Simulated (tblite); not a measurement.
# C3H13NOSi2: the cost of one run

Computed with tblite 0.8.0 and PySCF 2.14.0, with density-fitted response routines of our own, on a single molecule in the gas phase. Atoms are numbered from 0 throughout.

**1. The molecule as given**

20 atoms, charge 0, multiplicity 1; geometry from: force field or distance geometry start.

Bonds of the start (Å): C0–C1 1.50, C1–C2 1.51, C1–O3 1.40, O3–Si4 1.68, Si4–Si5 2.22, Si5–N6 1.81, C0–H7 1.12, C0–H8 1.11, C0–H9 1.12, C1–H10 1.10, C2–H11 1.14, C2–H12 1.08, C2–H13 1.11, Si4–H14 1.49, Si4–H15 1.48, Si5–H16 1.48, Si5–H17 1.46, N6–H18 1.06, N6–H19 1.05.

**2. Optimising the geometry with GFN2-xTB**

The job: settings as JSON, then the geometry in Å.

```
{"job": {"kind": "relax", "xc": "GFN2-xTB", "basis": "xTB"}, "charge": 0, "multiplicity": 1}
C     -2.652700     0.938000     0.617400
C     -1.540300     0.247800    -0.122700
C     -2.091300    -1.089600    -0.566000
O     -0.405900     0.092800     0.678800
Si     1.002200     0.784700     0.071900
Si     2.496200    -0.664900    -0.689700
N      4.029000    -0.635900     0.269100
H     -2.821100     1.966000     0.216300
H     -2.524000     0.944500     1.720500
H     -3.604700     0.388600     0.408300
H     -1.208800     0.819200    -1.006600
H     -3.168300    -0.841700    -0.841400
H     -1.583700    -1.512400    -1.424200
H     -2.173000    -1.784700     0.289300
H      1.553600     1.652800     1.151700
H      0.643200     1.682400    -1.047800
H      2.914800    -0.282300    -2.053800
H      2.051000    -2.054700    -0.704600
H      4.802800    -0.983900    -0.359700
H      4.275800     0.343800     0.570900
```

Launch:

```console
$ OMP_NUM_THREADS=1 python probes_run.py task.json out
```

This one command runs all jobs of the session in turn.

**Question.** How long does this first job take on 1 thread of Arm Neoverse V1, shared host, and how much memory does it need?

About 1.3 s, with a peak of 0.18 GiB.
